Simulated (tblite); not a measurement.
# C6H12AlBrO: the cost of one run

Computed with tblite 0.8.0 and PySCF 2.14.0, with density-fitted response routines of our own, on a single molecule in the gas phase. Atoms are numbered from 0 throughout.

## 1. The molecule as given

21 atoms, charge 0, multiplicity 1; geometry from: force field or distance geometry start.

Bonds of the start (Å): C0–C1 1.33, C1–C2 1.49, C2–C3 1.54, C1–Al4 2.00, Al4–Br5 2.37, Al4–O6 1.86, O6–C7 1.40, C7–C8 1.51, C0–H9 1.09, C0–H10 1.08, C2–H11 1.12, C2–H12 1.11, C3–H13 1.12, C3–H14 1.11, C3–H15 1.10, C7–H16 1.12, C7–H17 1.12, C8–H18 1.11, C8–H19 1.12, C8–H20 1.11.

## 2. Geometry optimisation with GFN2-xTB

Job settings and geometry (Å):

```
{"job": {"kind": "relax", "xc": "GFN2-xTB", "basis": "xTB"}, "charge": 0, "multiplicity": 1}
C     -2.112600    -2.174000    -0.675200
C     -1.478400    -1.114100    -0.169200
C     -1.909500     0.284600    -0.462600
C     -1.386300     0.754000    -1.828400
Al     0.133900    -1.412500     0.973800
Br     0.908400    -3.612200     1.388200
O      1.029200     0.045200     1.691200
C      2.037800     0.481600     0.816100
C      2.754400     1.667400     1.423600
H     -2.995000    -2.032300    -1.304800
H     -1.795000    -3.187000    -0.471700
H     -3.033000     0.341200    -0.467600
H     -1.559300     0.983500     0.331800
H     -0.271700     0.707000    -1.835000
H     -1.710300     1.800500    -2.009300
H     -1.785400     0.100000    -2.618200
H      1.593700     0.801900    -0.156400
H      2.781100    -0.333400     0.638500
H      3.544700     2.026500     0.738900
H      2.034900     2.500500     1.601700
H      3.209400     1.388300     2.394100
```

Command:

```bash
> OMP_NUM_THREADS=1 python probes_run.py task.json out
```

One launch serves the whole session: the jobs run in the order shown.

Q: Estimate the wall time and peak memory of this first job on 1 thread of Arm Neoverse V1, shared host.

About 1.6 s, with a peak of 0.18 GiB.
